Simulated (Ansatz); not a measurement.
**NH2Br (triplet): the correlation ladder at distance Br1–H2 along a hydrogen transfer = 1.731 Å, cc-pVTZ**

Aim: climb from Hartree-Fock through coupled cluster and multireference methods for NH2Br (triplet) at one geometry and basis, and see what each rung misses.

Program: Ansatz 0.2.0, Gaussian basis. Level of theory: cc-pVTZ, core rule «outside noble gas», up to 15 orbitals frozen. These are calculated values, not measurements.

Plan: UHF; CCSD(T) on ROHF; CCSD(T) on UHF; BCCD(T) on ROHF; CCSDT(Q) on ROHF; CCSDT(Q) on UHF; CASSCF and NEVPT2, 4 electrons in 4 orbitals; CASSCF and NEVPT2, 14 electrons in 10 orbitals.

**1. What is computed**

The geometry derives from fragments relaxed apart (PBE0/def2-TZVP) and kept rigid, so it is no stationary point. A hydrogen atom is moved between rigid fragments. No spin-orbit coupling is included. The filled d shell of Br may be among the frozen orbitals whatever the setting's name suggests; the logs give the count.

4 atoms, charge 0, spin multiplicity 3.

Atoms are counted from 1 here; the program's logs count them from 0.

Bond lengths: Br1–H2 1.731 Å, N3–H4 1.040 Å.

In the tables R marks a restricted open-shell determinant and U an unrestricted one; 'pair' is the active space of 4 electrons in 4 orbitals; 'valence' is the active space of 14 electrons in 10 orbitals; correlation energies count from the lowest restricted Hartree-Fock solution.

**2. UHF**

File in.yaml:

```yaml
crystal:
  periodic: [false, false, false]
  atoms:
    - {symbol: Br, position_ang: [-2.092020, 0.251057, 0.000000]}
    - {symbol: H, position_ang: [-0.361020, 0.251057, 0.000000]}
    - {symbol: N, position_ang: [1.091980, 0.251057, 0.000000]}
    - {symbol: H, position_ang: [1.361061, -0.753170, 0.000000]}
basis:
  gaussian: {orbitals: cc-pVTZ}
magnetization: {spin_polarized: true, initial_magnetization: 2}
hamiltonian: {xc: hf}
output: {orbitals: {seedname: orbitals}}
```

Command:

```console
$ ansatz run in.yaml --threads 1 --pin off --events-out ev --progress --plain --max-ram 2816MiB --backend cpu
```

After this run come: CCSD(T) on ROHF; CCSD(T) on UHF; BCCD(T) on ROHF; CCSDT(Q) on ROHF; CCSDT(Q) on UHF; CASSCF and NEVPT2, 4 electrons in 4 orbitals; CASSCF and NEVPT2, 14 electrons in 10 orbitals.

Q: Predict the results of all the runs planned. Wanted: correlation energy, UCCSDT(Q); RMP2 from UCCSDT(Q); UMP2 from UCCSDT(Q); RCCSD from UCCSDT(Q); RCCSD(T) from UCCSDT(Q); UCCSD(T) from UCCSDT(Q); RCCSDT(Q) from UCCSDT(Q); NEVPT2 pair from UCCSDT(Q); NEVPT2 valence from UCCSDT(Q).

**Answer**, as computed:

| quantity | value |
| --- | --- |
| correlation energy, UCCSDT(Q) | -10.6156 eV |
| RMP2 from UCCSDT(Q) | +33.94 kcal/mol |
| UMP2 from UCCSDT(Q) | +33.95 kcal/mol |
| RCCSD from UCCSDT(Q) | +9.96 kcal/mol |
| RCCSD(T) from UCCSDT(Q) | +1.30 kcal/mol |
| UCCSD(T) from UCCSDT(Q) | +1.25 kcal/mol |
| RCCSDT(Q) from UCCSDT(Q) | +0.08 kcal/mol |
| NEVPT2 pair from UCCSDT(Q) | +30.27 kcal/mol |
| NEVPT2 valence from UCCSDT(Q) | +42.35 kcal/mol |
| levels of the table within 1 kcal/mol (43 meV) | RCCSDT, UCCSDT, RCCSDT(Q) |
| T1 diagnostic | 0.040 |
| effectively unpaired electrons | 2.03 |

**Reading.** RCCSD(T) misses by +1.30 kcal/mol, 0.5 % of the correlation energy. One determinant dominates. Of the multireference levels listed NEVPT2 pair comes nearest in total energy (+30.27 kcal/mol), which doesn't show that its space is the better one. These misses are within one basis, not against nature; the frozen cores of restricted and unrestricted runs differ, which can shift their rows.
